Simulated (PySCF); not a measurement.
# C3H6OSi: electronic excitations and core binding energies

Wanted: the electronic excitations and core binding energies of C3H6OSi (`CC#C[SiH2]O`), by calculation.

Computed with PySCF 2.14.0, with density-fitted response routines of our own, on a single molecule in the gas phase. Atoms are numbered from 0 throughout.

### Step 1. The starting structure

11 atoms, charge 0, multiplicity 1; geometry from: GFN2-xTB.

Bonds of the start (Å): C0–C1 1.45, C1–C2 1.20, C2–Si3 1.85, Si3–O4 1.63, C0–H5 1.09, C0–H6 1.09, C0–H7 1.09, Si3–H8 1.46, Si3–H9 1.47, O4–H10 0.95.

### Step 2. Ultraviolet spectrum: CAM-B3LYP/def2-SVPD

Job settings and geometry (Å):

```
{"job": {"kind": "uv", "xc": "CAM-B3LYP", "basis": "def2-SVPD", "nstates": 8, "ntriplets": 3}, "charge": 0, "multiplicity": 1}
C     -2.435026     0.510397     0.167994
C     -1.061055     0.087366     0.004481
C      0.085446    -0.258488    -0.128703
Si     1.841188    -0.803023    -0.338111
O      2.822919     0.465089    -0.627546
H     -2.975821     0.395862    -0.771506
H     -2.469002     1.557492     0.469448
H     -2.923456    -0.093883     0.932559
H      2.019358    -1.591849    -1.549446
H      2.239798    -1.483698     0.899422
H      2.861075     1.217405    -0.044636
```

Level: TDDFT CAM-B3LYP/def2-SVPD, vertical, gas phase, core orbitals frozen in the response.

Command:

```console
$ OMP_NUM_THREADS=1 python probes_run.py task.json out
```

One launch serves the whole session: the jobs run in the order shown.

What it wrote:

```text
coarse grid: 9688 points
cycle   1  E = -482.1381818455  dE =  5.285e-01  |g| = 7.085e-01  |ddm| = 8.135e+00
cycle   2  E = -482.0864262781  dE =  5.176e-02  |g| = 9.074e-01  |ddm| = 2.323e+00
cycle   3  E = -482.2405301221  dE = -1.541e-01  |g| = 7.616e-02  |ddm| = 9.623e-01
cycle   4  E = -482.2417864248  dE = -1.256e-03  |g| = 2.886e-02  |ddm| = 1.734e-01
cycle   5  E = -482.2419821783  dE = -1.958e-04  |g| = 1.285e-02  |ddm| = 8.554e-02
cycle   6  E = -482.2420185662  dE = -3.639e-05  |g| = 3.768e-03  |ddm| = 2.361e-02
cycle   7  E = -482.2420221498  dE = -3.584e-06  |g| = 4.406e-04  |ddm| = 9.845e-03
final grid: 88992 points
cycle   8  E = -482.3216934888  dE = -1.907e-05  |g| = 1.936e-03  |ddm| = 8.777e-02
cycle   9  E = -482.3216940113  dE = -5.224e-07  |g| = 1.414e-03  |ddm| = 1.031e-02
cycle  10  E = -482.3216945160  dE = -5.047e-07  |g| = 1.665e-04  |ddm| = 2.767e-03
cycle  11  E = -482.3216945162  dE = -1.937e-10  |g| = 1.805e-04  |ddm| = 5.503e-04
cycle  12  E = -482.3216945242  dE = -8.058e-09  |g| = 2.023e-05  |ddm| = 2.790e-04
cycle  13  E = -482.3216945243  dE = -1.163e-10  |g| = 5.169e-06  |ddm| = 5.501e-05
converged SCF energy = -482.3216945243

Static polarisability (au): isotropic 65.403, principal 51.860 52.881 91.468

Singlet excitations
state   eV       nm        f      main configurations
  1   5.8315    212.6   0.00022   H->L 0.69
  2   6.2139    199.5   0.00860   H-1->L 0.45, H->L+2 0.34
  3   6.4057    193.6   0.00040   H-1->L+2 0.86
  4   7.2210    171.7   0.00636   H->L+1 0.83, H->L 0.09
  5   7.3192    169.4   0.03015   H-1->L+1 0.67, H-1->L 0.13, H-2->L 0.11
  6   7.4322    166.8   0.01146   H-2->L 0.75, H-1->L+1 0.13
  7   7.9458    156.0   0.36985   H-1->L 0.27, H->L+2 0.22, H-3->L 0.14
  8   8.1401    152.3   0.07611   H->L+3 0.39, H-3->L 0.15, H->L 0.09

Triplet excitations (Tamm-Dancoff, eV): 5.0238 5.3899 5.4951
```

It took 25 s on 1 thread of Arm Neoverse V1, shared host; peak memory 0.67 GiB.

The orbitals next to the gap, with their largest atomic shares:

| orbital | eV | atoms |
| --- | --- | --- |
| HOMO−3 | -11.18 | O4 41 %, Si3 21 %, H8 16 % |
| HOMO−2 | -10.42 | O4 48 %, Si3 19 %, H9 16 % |
| HOMO−1 | -9.21 | C2 41 %, C1 38 %, C0 8 % |
| HOMO | -9.07 | C2 38 %, C1 36 %, C0 7 % |
| LUMO | 0.64 | Si3 28 %, O4 21 %, C2 12 % |
| LUMO+1 | 1.21 | C0 28 %, C1 20 %, Si3 13 % |
| LUMO+2 | 1.61 | C1 24 %, C2 24 %, Si3 23 % |

With each of the 8 states as a Gaussian band of 0.4 eV half-width at 1/e, the curve within the window shown has maxima at 199 nm (ε 370), 156 nm (ε 18,000) L/(mol cm). Beyond the last state computed it falls off for lack of states. The curve at chosen wavelengths:

```json
{"nm": "147", "ε (L/mol/cm)": "5009"}
{"nm": "151", "ε (L/mol/cm)": "12467"}
{"nm": "154", "ε (L/mol/cm)": "16911"}
{"nm": "158", "ε (L/mol/cm)": "16394"}
{"nm": "161", "ε (L/mol/cm)": "12223"}
{"nm": "165", "ε (L/mol/cm)": "6610"}
{"nm": "169", "ε (L/mol/cm)": "3469"}
{"nm": "172", "ε (L/mol/cm)": "2273"}
{"nm": "176", "ε (L/mol/cm)": "1277"}
{"nm": "179", "ε (L/mol/cm)": "764"}
{"nm": "183", "ε (L/mol/cm)": "362"}
{"nm": "187", "ε (L/mol/cm)": "231"}
{"nm": "190", "ε (L/mol/cm)": "243"}
{"nm": "194", "ε (L/mol/cm)": "312"}
{"nm": "197", "ε (L/mol/cm)": "354"}
{"nm": "201", "ε (L/mol/cm)": "361"}
{"nm": "205", "ε (L/mol/cm)": "309"}
{"nm": "208", "ε (L/mol/cm)": "248"}
{"nm": "212", "ε (L/mol/cm)": "164"}
{"nm": "215", "ε (L/mol/cm)": "111"}
{"nm": "219", "ε (L/mol/cm)": "61"}
{"nm": "223", "ε (L/mol/cm)": "30"}
{"nm": "226", "ε (L/mol/cm)": "17"}
{"nm": "230", "ε (L/mol/cm)": "8"}
{"nm": "233", "ε (L/mol/cm)": "4"}
{"nm": "237", "ε (L/mol/cm)": "2"}
```

Ground-state properties from the same run:

| property | computed |
| --- | --- |
| dipole moment (D) | 2.41 |
| polarisability (Å³) | 9.69 |
| HOMO–LUMO gap (eV) | 9.71 |
| −ε(HOMO) (eV) | 9.07 |

### Step 3. Core-electron binding energies: SCAN, X2C

Same as in step 2 but for these lines:

```diff
@@ -1,2 +1,2 @@
-{"job": {"kind": "uv", "xc": "CAM-B3LYP", "basis": "def2-SVPD", "nstates": 8, "ntriplets": 3}, "charge": 0, "multiplicity": 1}
+{"job": {"kind": "xps"}, "charge": 0, "multiplicity": 1}
 C     -2.435026     0.510397     0.167994
```

Method: delta-SCF UKS SCAN, pcX-2 on the ionised atom, pcseg-1 elsewhere, spin-free X2C.

What it wrote:

```text
ground state, core basis on atom 0 (C), 135 functions
  cycle   1  E = -483.01550680  |g| = 7.85e-01
  cycle   2  E = -482.79000647  |g| = 1.31e+00
  cycle   3  E = -483.13752062  |g| = 1.91e-01
  cycle   4  E = -483.14563439  |g| = 7.09e-02
  cycle   5  E = -483.14606329  |g| = 6.20e-02
  cycle   6  E = -483.14706070  |g| = 7.83e-03
  cycle   7  E = -483.14707834  |g| = 1.69e-03
  cycle   8  E = -483.14707793  |g| = 6.76e-04
  cycle   9  E = -483.14707812  |g| = 7.08e-05
  E(ground) = -483.18625628 Eh
hole in C 1s of atom 0
  cycle   1  E = -471.87471447  |g| = 1.50e+00
  cycle   2  E = -470.53916958  |g| = 2.11e+00
  cycle   3  E = -472.03972667  |g| = 8.28e-01
  cycle   4  E = -472.26752029  |g| = 5.48e-01
  cycle   5  E = -472.41911612  |g| = 1.46e-01
  cycle   6  E = -472.42501520  |g| = 7.79e-02
  cycle   7  E = -472.42757093  |g| = 7.38e-03
  cycle   8  E = -472.42762831  |g| = 3.75e-03
  cycle   9  E = -472.42765153  |g| = 2.29e-03
  cycle  10  E = -472.42766805  |g| = 1.40e-03
  cycle  11  E = -472.42767605  |g| = 7.97e-04
  cycle  12  E = -472.42767884  |g| = 5.33e-04
  cycle  13  E = -472.42767983  |g| = 2.11e-04
  E(ion) = -472.46607277 Eh   <S^2> = 0.7699   hole on atom = 1.000   binding energy = 291.711 eV
ground state, core basis on atom 1 (C), 135 functions
  cycle   1  E = -483.15153872  |g| = 5.98e-02
  cycle   2  E = -483.15126737  |g| = 4.00e-02
  cycle   3  E = -483.15093336  |g| = 5.32e-02
  cycle   4  E = -483.15163052  |g| = 1.20e-02
  cycle   5  E = -483.15166918  |g| = 4.52e-04
  cycle   6  E = -483.15166934  |g| = 1.75e-04
  E(ground) = -483.19198542 Eh
hole in C 1s of atom 1
  cycle   1  E = -471.90105422  |g| = 1.51e+00
  cycle   2  E = -468.61437937  |g| = 2.77e+00
  cycle   3  E = -472.13431915  |g| = 8.68e-01
  cycle   4  E = -472.29596156  |g| = 6.50e-01
  cycle   5  E = -472.42835758  |g| = 3.24e-01
  cycle   6  E = -472.47692694  |g| = 7.10e-02
  cycle   7  E = -472.48003002  |g| = 1.87e-02
  cycle   8  E = -472.48047190  |g| = 9.88e-03
  cycle   9  E = -472.48067708  |g| = 6.63e-03
  cycle  10  E = -472.48083831  |g| = 3.65e-03
  cycle  11  E = -472.48087221  |g| = 1.66e-03
  cycle  12  E = -472.48087408  |g| = 8.20e-04
  cycle  13  E = -472.48087601  |g| = 2.03e-04
  E(ion) = -472.51979793 Eh   <S^2> = 0.8550   hole on atom = 1.000   binding energy = 290.405 eV
ground state, core basis on atom 2 (C), 135 functions
  cycle   1  E = -483.15212679  |g| = 6.40e-02
  cycle   2  E = -483.15064605  |g| = 8.17e-02
  cycle   3  E = -483.15166161  |g| = 5.15e-02
  cycle   4  E = -483.15235975  |g| = 7.93e-03
  cycle   5  E = -483.15237513  |g| = 1.60e-03
  cycle   6  E = -483.15237388  |g| = 3.06e-04
  E(ground) = -483.19230553 Eh
hole in C 1s of atom 2
  cycle   1  E = -471.93266932  |g| = 1.51e+00
  cycle   2  E = -470.77472555  |g| = 2.03e+00
  cycle   3  E = -472.25700557  |g| = 7.33e-01
  cycle   4  E = -472.43372408  |g| = 3.90e-01
  cycle   5  E = -472.50647858  |g| = 1.07e-01
  cycle   6  E = -472.51313454  |g| = 3.37e-02
  cycle   7  E = -472.51373977  |g| = 1.61e-02
  cycle   8  E = -472.51397742  |g| = 1.02e-02
  cycle   9  E = -472.51411578  |g| = 5.68e-03
  cycle  10  E = -472.51420896  |g| = 2.53e-03
  cycle  11  E = -472.51421795  |g| = 6.95e-04
  cycle  12  E = -472.51421780  |g| = 1.88e-04
  E(ion) = -472.55270839 Eh   <S^2> = 0.8259   hole on atom = 1.000   binding energy = 289.518 eV
ground state, core basis on atom 3 (Si), 146 functions
  cycle   1  E = -483.25080445  |g| = 2.91e-01
  cycle   2  E = -483.24924099  |g| = 9.50e-02
  cycle   3  E = -483.24012476  |g| = 2.03e-01
  cycle   4  E = -483.25126239  |g| = 2.19e-02
  cycle   5  E = -483.25135142  |g| = 2.77e-03
  cycle   6  E = -483.25135234  |g| = 9.36e-04
  cycle   7  E = -483.25135166  |g| = 1.62e-04
  E(ground) = -483.24883471 Eh
hole in Si 1s of atom 3
  cycle   1  E = -414.31049317  |g| = 4.35e+00
  cycle   2  E = -414.00416124  |g| = 2.28e+00
  cycle   3  E = -414.33120494  |g| = 1.30e+00
  cycle   4  E = -415.09949098  |g| = 6.93e-01
  cycle   5  E = -415.32065060  |g| = 2.55e-01
  cycle   6  E = -415.35462526  |g| = 6.25e-02
  cycle   7  E = -415.35683223  |g| = 1.84e-02
  cycle   8  E = -415.35701182  |g| = 4.54e-03
  cycle   9  E = -415.35702015  |g| = 2.12e-03
  cycle  10  E = -415.35702193  |g| = 1.09e-03
  cycle  11  E = -415.35702320  |g| = 2.43e-04
  E(ion) = -415.36255261 Eh   <S^2> = 0.7520   hole on atom = 1.000   binding energy = 1847.280 eV
hole in Si 2p of atom 3
  cycle   1  E = -478.97169062  |g| = 1.23e+00
  cycle   2  E = -478.52372266  |g| = 1.30e+00
  cycle   3  E = -478.99931240  |g| = 7.05e-01
  cycle   4  E = -479.25230443  |g| = 2.66e-01
  cycle   5  E = -479.28266798  |g| = 9.36e-02
  cycle   6  E = -479.28712707  |g| = 2.86e-02
  cycle   7  E = -479.28764294  |g| = 5.55e-03
  cycle   8  E = -479.28765645  |g| = 2.61e-03
  cycle   9  E = -479.28765991  |g| = 8.58e-04
  cycle  10  E = -479.28765953  |g| = 4.41e-04
  E(ion) = -479.29637957 Eh   <S^2> = 0.7515   hole on atom = 1.003   binding energy = 107.552 eV
  2p3/2 = 107.308 eV   2p1/2 = 107.933 eV
ground state, core basis on atom 4 (O), 135 functions
  cycle   1  E = -483.18082442  |g| = 9.88e-02
  cycle   2  E = -483.18035483  |g| = 6.47e-02
  cycle   3  E = -483.18045688  |g| = 5.99e-02
  cycle   4  E = -483.18106444  |g| = 1.42e-02
  cycle   5  E = -483.18111330  |g| = 3.59e-03
  cycle   6  E = -483.18111588  |g| = 2.19e-04
  E(ground) = -483.21687773 Eh
hole in O 1s of atom 4
  cycle   1  E = -462.58453086  |g| = 2.22e+00
  cycle   2  E = -460.35856418  |g| = 2.57e+00
  cycle   3  E = -463.01579317  |g| = 8.04e-01
  cycle   4  E = -463.27439102  |g| = 4.43e-01
  cycle   5  E = -463.31250267  |g| = 3.80e-01
  cycle   6  E = -463.38639656  |g| = 1.13e-01
  cycle   7  E = -463.39335733  |g| = 1.54e-02
  cycle   8  E = -463.39347266  |g| = 5.41e-03
  cycle   9  E = -463.39348896  |g| = 1.56e-03
  cycle  10  E = -463.39348916  |g| = 5.62e-04
  cycle  11  E = -463.39348960  |g| = 1.91e-04
  E(ion) = -463.43076993 Eh   <S^2> = 0.7614   hole on atom = 1.000   binding energy = 538.407 eV
```

Run time: 40 s. Hardware: 1 thread of Arm Neoverse V1, shared host; peak memory 0.46 GiB.

The holes in one table. −ε is the ground-state orbital energy:

| hole | stands for | environment | ΔSCF (eV; 2p as the shell's mean) | −ε (eV) | ⟨S²⟩ |
| --- | --- | --- | --- | --- | --- |
| C1s on C0 | C0 | propargylic methyl carbon | 291.71 | 274.4 | 0.770 |
| C1s on C1 | C1 | alkyne carbon | 290.41 (doubtful) | 273.8 | 0.855 |
| C1s on C2 | C2 | alkyne carbon | 289.52 | 272.9 | 0.826 |
| Si1s on Si3 | Si3 | silicon bonded to C, O, 2 H | 1847.28 | 1793.8 | 0.752 |
| Si2p on Si3 | Si3 | silicon bonded to C, O, 2 H | 107.52 | 96.5 | 0.751 |
| O1s on O4 | O4 | oxygen bonded to Si, H | 538.41 | 516.5 | 0.761 |

Doubtful: the ion did not converge, its hole moved, or its ⟨S²⟩ is well above 0.75.

With the spin-orbit splitting: Si3 2p3/2 107.31, 2p1/2 107.93 eV. The table gives each 2p level as the mean over the whole 2p shell (two parts 2p3/2, one part 2p1/2), which differs a little from the single hole in the log.

### Step 4. Outcome

| quantity | value |
| --- | --- |
| lowest singlet (CAM-B3LYP/def2-SVPD) | 5.83 eV (213 nm), f = 0.000 |
| brightest single state of those computed | state 7, 7.95 eV, f = 0.370 |
| lowest triplet | 5.02 eV |
| C1s binding energies, SCAN/pcX-2 (standing for 2 of 3 atoms) | C0 291.71, C2 289.52 eV |
| Si1s binding energies, SCAN/pcX-2 | Si3 1847.28 eV |
| Si2p binding energies, SCAN/pcX-2 | Si3 107.52 eV |
| O1s binding energies, SCAN/pcX-2 | O4 538.41 eV |

In words: The first singlet state (HOMO→LUMO 0.69) lies at 5.83 eV and is dark; of the 8 states computed, the strongest absorption comes from state 7 at 7.95 eV. The lowest triplet lies 0.81 eV below the lowest singlet (triplets in Tamm-Dancoff, singlets in full TDDFT). C0 (propargylic methyl carbon) binds its C1s electron 2.19 eV more tightly than C2 (alkyne carbon). Only 2 of the 3 C atoms are covered by sound results.
